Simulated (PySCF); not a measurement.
# CH7FGeSi: magnetic properties

Computed with PySCF 2.14.0 and routines of our own; the level stands in each step. Atoms count from 0.

## 1. The starting structure

11 atoms, charge 0, multiplicity 1; geometry from: GFN2-xTB.

## 2. Geometry optimisation at PBE0-D3(BJ)/def2-SVP

What the job is given:

```
{"job": {"xc": "PBE0", "basis": "def2-SVP", "d3": "d3bj", "grid": 1, "kind": "geom"}, "charge": 0, "multiplicity": 1}
C     -1.742869    -0.627412     0.268736
Ge    -0.253137     0.672680     0.085381
F     -0.678884     1.487100    -1.449241
Si     1.977083    -0.063369    -0.180342
H     -1.678902    -1.164970     1.210713
H     -2.698795    -0.111390     0.226304
H     -1.711496    -1.352434    -0.541346
H     -0.529901     1.856767     1.020418
H      2.381676    -0.749751     1.048000
H      2.061189    -1.006102    -1.296279
H      2.879461     1.061552    -0.418308
```

Launch:

```sh
> OMP_NUM_THREADS=1 python excited_run.py task.json out
```

The driver reads the jobs from task.json and runs them one after another.

Q: Estimate the wall time and peak memory of this first job on 1 thread of Arm Neoverse V1, shared host.

About 22 s, with a peak of 0.54 GiB.
